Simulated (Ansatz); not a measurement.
# GeHBr (singlet): from Hartree-Fock to the top rungs, cc-pVTZ

An exercise on one series of results from a longer session: the logs are not shown, and one member is left open.

The runs use Ansatz 0.2.0, Gaussian basis; cc-pVTZ, core rule «outside noble gas», up to 28 orbitals frozen.

The runs, in order: UHF; CCSD(T) on RHF; CCSD(T) on UHF; BCCD(T) on RHF; CCSDT(Q) on RHF; CCSDT(Q) on UHF; CASSCF and MRCISD+Q, 12 electrons in 9 orbitals; CASSCF and NEVPT2, 12 electrons in 9 orbitals.

4 further runs of the same task are left out: 4 set aside as unsound or not needed.

## What is computed

The geometry is a PBE0/def2-TZVP stationary point (not a proven minimum). No spin-orbit coupling is included. The filled d shell of Ge, Br may be among the frozen orbitals whatever the setting's name suggests; the logs give the count.

3 atoms, charge 0, spin multiplicity 1.

Atoms are counted from 1 here; the program's logs count them from 0.

Bond lengths: Ge1–Br2 2.339 Å, Ge1–H3 1.598 Å. Angles: Br2–Ge1–H3 93.3°.

The first run:

The input, in.yaml:

```yaml
crystal:
  periodic: [false, false, false]
  atoms:
    - {symbol: Ge, position_ang: [0.000000, -0.038171, 1.216039]}
    - {symbol: Br, position_ang: [0.000000, 0.015084, -1.122445]}
    - {symbol: H, position_ang: [0.000000, 1.555115, 1.344104]}
basis:
  gaussian: {orbitals: cc-pVTZ}
magnetization: {spin_polarized: true, initial_magnetization: 0}
hamiltonian: {xc: hf}
output: {orbitals: {seedname: orbitals}}
```

Command:

```
> ansatz run in.yaml --threads 1 --pin off --events-out ev --progress --plain --max-ram 4096MiB --backend cpu
```

Among the steps run: UHF; CCSD(T) on RHF; CCSD(T) on UHF; BCCD(T) on RHF; CCSDT(Q) on RHF; CCSDT(Q) on UHF; CASSCF and MRCISD+Q, 12 electrons in 9 orbitals; CASSCF and NEVPT2, 12 electrons in 9 orbitals.

One table of the session follows, with a row left open; its other results are not shown here.

It belongs to the step «Misses and costs». 

```
          method  from RCCSDT(Q) (kcal/mol)
             RHF                    +186.09
             UHF                          ?
            RMP2                     +27.35
           RCCSD                      +8.20
        RCCSD(T)                      +0.98
         BCCD(T)                      +0.95
          RCCSDT                      +0.37
       RCCSDT(Q)                          0
  CASSCF valence                    +156.00
  NEVPT2 valence                     +36.20
  MRCISD valence                     +16.60
MRCISD+Q valence                      +3.01
```

Q: Estimate the row for UHF from the others.

The run gave: from RCCSDT(Q) (kcal/mol): +186.05. In the column «from RCCSDT(Q) (kcal/mol)» it lies between CASSCF valence (+156.00) and RHF (+186.09).

Limits of these values: Warnings: restricted reference is unstable.
